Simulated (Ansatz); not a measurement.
**RuH (quartet): the correlation ladder, def2-TZVPP**

An exercise on one series of results from a longer session: the logs are not shown, and one member is left open.

Method: def2-TZVPP, core rule «outside noble gas», up to 4 orbitals frozen; program: Ansatz 0.2.0, Gaussian basis.

To be run: UHF; ROHF; CCSD(T) on UHF.

## The system

The geometry is a PBE0/def2-TZVP stationary point (not a proven minimum). No spin-orbit coupling is included. Elements past krypton take def2 core potentials.

2 atoms, charge 0, spin multiplicity 4.

Atoms are counted from 1 here; the program's logs count them from 0.

Bond lengths: Ru1–H2 1.589 Å.

Set-up of the first run:

in.yaml

```yaml
crystal:
  periodic: [false, false, false]
  atoms:
    - {symbol: Ru, position_ang: [0.000000, 0.000000, 0.000000]}
    - {symbol: H, position_ang: [0.000000, 0.000000, 1.589200]}
basis:
  gaussian: {orbitals: def2-TZVPP}
magnetization: {spin_polarized: true, initial_magnetization: 3}
hamiltonian: {xc: hf}
output: {orbitals: {seedname: orbitals}}
```

Started as:

```bash
ansatz run in.yaml --threads 1 --pin off --events-out ev --progress --plain --max-ram 2816MiB --backend cpu
```

Among the steps run: UHF; ROHF; CCSD(T) on UHF.

One of the session's tables, all rows but one given; the rest of the session is left out.

It belongs to the step «Misses and costs». 

```
  method  from UCCSD(T) (meV)
    ROHF                    ?
     UHF              +6563.9
    UMP2               +457.3
   UCCSD               +260.7
UCCSD(T)                    0
```

**Question.** Estimate the row for ROHF.

As computed: from UCCSD(T) (meV): +6868.2. In the column «from UCCSD(T) (meV)» it is the highest.

With the free atoms at the same levels and basis (separate runs), the atomisation energy is 2.661 eV at UCCSD(T), 1.170 eV at ROHF.
